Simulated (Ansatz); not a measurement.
Write a Python script for Ansatz's Python interface that makes a single point from an input written key by key of C₂HBBr₂, SMILES BrB1C=C1Br. Level of theory: B3LYP, def2-SVP basis, multiplicity 1.

```yaml
atoms:
  - { symbol: Br, position_ang: [-1.5655, -2.3393, -0.1503] }
  - { symbol: B, position_ang: [-0.4311, -0.6986, 0.0165] }
  - { symbol: C, position_ang: [0.6435, 0.0570, 0.6702] }
  - { symbol: C, position_ang: [0.1039, 0.6683, -0.4181] }
  - { symbol: Br, position_ang: [-0.1410, 2.1317, -1.6229] }
  - { symbol: H, position_ang: [1.4323, 0.1168, 1.4584] }
```

Script `deck_c2hbbr2.py`:
```python
import logging
import sys

import ansatz as az

logging.basicConfig(stream=sys.stdout, format="%(levelname)s:%(name)s:%(message)s")
logger = logging.getLogger("run")
logger.setLevel(logging.INFO)

deck = {
    "crystal": {
        "periodic": [False, False, False],
        "atoms": [
            {"symbol": "Br", "position_ang": [-1.5655, -2.3393, -0.1503]},
            {"symbol": "B", "position_ang": [-0.4311, -0.6986, 0.0165]},
            {"symbol": "C", "position_ang": [0.6435, 0.057, 0.6702]},
            {"symbol": "C", "position_ang": [0.1039, 0.6683, -0.4181]},
            {"symbol": "Br", "position_ang": [-0.141, 2.1317, -1.6229]},
            {"symbol": "H", "position_ang": [1.4323, 0.1168, 1.4584]},
        ],
    },
    "basis": {"gaussian": {"orbitals": "def2-SVP"}},
    "hamiltonian": {"xc": "b3lyp"},
}
session = az.Session.from_dict(deck)
summary = session.plan(threads=1).execute().report

logger.info("reference energy %16.6f eV" % summary["reference_energy_ev"])
logger.info("total energy     %16.6f eV" % summary["free_energy_ev"])
print("occupied orbitals outside the frozen core (up, down):", summary["n_occupied"], " frozen:", summary["n_frozen"], " virtual:", summary["n_virtual"])
symbols = ["Br", "B", "C", "C", "Br", "H"]
field = summary["mean_field"]
print("<S^2> =", round(abs(field["state"]["spin_squared"]), 4), " all-electron relativity setting:", field["relativity"])
print("passes:", field["passes"])
if "symmetry" in field:
    print("occupied orbitals by irrep:", field["symmetry"]["occupied"])
```

```console
$ python deck_c2hbbr2.py
INFO:run:reference energy   -142840.674743 eV
INFO:run:total energy       -142840.674743 eV
occupied orbitals outside the frozen core (up, down): [44, 44]  frozen: 0  virtual: [67, 67]
<S^2> = 0.0  all-electron relativity setting: none
passes: {'evaluations': 16, 'products': 13}
occupied orbitals by irrep: [{'A': 44}, {'A': 44}]
```

Total energies depend on the basis set; only differences at equal settings carry meaning. The geometry is a force-field or estimated start, not a minimum of this method, and the basis set is short of its limit. b3lyp holds the VWN-RPA fit, as in Gaussian; the form of ORCA and Turbomole is b3lyp5. Run time: 3.7 s on 1 thread of AMD EPYC 7B13 (Zen 3), with other jobs on the host, peak memory 0.31 GiB.

(Lines on the test bed's own set-up are left out of the output.)
